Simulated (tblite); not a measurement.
# C5H14AlFN2: the cost of one run

Computed with tblite 0.8.0 and PySCF 2.14.0, with density-fitted response routines of our own, on a single molecule in the gas phase. Atoms are numbered from 0 throughout.

### Step 1. The starting structure

23 atoms, charge 0, multiplicity 1; geometry from: force field or distance geometry start.

Bonds of the start (Å): C0–N1 1.46, N1–C2 1.44, C2–Al3 1.97, Al3–N4 1.91, C2–C5 1.51, C5–C6 1.51, C6–C7 1.52, C7–F8 1.37, C7–C2 1.50, C0–H9 1.12, C0–H10 1.10, C0–H11 1.13, N1–H12 1.01, Al3–H13 1.60, Al3–H14 1.62, N4–H15 1.04, N4–H16 1.05, N4–H17 1.04, C5–H18 1.10, C5–H19 1.11, C6–H20 1.11, C6–H21 1.10, C7–H22 1.11.

### Step 2. Relaxing the molecule with GFN2-xTB

The job: settings as JSON, then the geometry in Å.

```
{"job": {"kind": "relax", "xc": "GFN2-xTB", "basis": "xTB"}, "charge": 0, "multiplicity": 1}
C     -1.002100    -1.696800    -0.920100
N     -0.312600    -0.501700    -1.383100
C     -0.180400     0.363500    -0.240000
Al     0.693800    -0.540500     1.281300
N      2.020500    -1.689000     0.524000
C      0.513800     1.678400    -0.498600
C     -0.498600     2.295200     0.443500
C     -1.417900     1.147600     0.067200
F     -2.115900     1.510900    -1.059500
H     -1.005800    -1.667500     0.195100
H     -0.556700    -2.639300    -1.272700
H     -2.058900    -1.572200    -1.288500
H     -0.745400    -0.066500    -2.182700
H     -0.305000    -1.459900     2.130500
H      1.359400     0.528700     2.297600
H      2.565700    -1.081200    -0.120800
H      1.515900    -2.383700    -0.074100
H      2.619300    -2.144800     1.238600
H      0.476400     2.028300    -1.539400
H      1.546900     1.631700    -0.094300
H     -0.206500     2.237400     1.516400
H     -0.862800     3.271300     0.090700
H     -2.047700     0.777200     0.898900
```

On the command line:

```
OMP_NUM_THREADS=1 python probes_run.py task.json out
```

The driver reads the jobs from task.json and runs them one after another.

**Question.** How long does this first job take on 1 thread of Intel Xeon at 2.50GHz, shared host?

About 4.6 s.
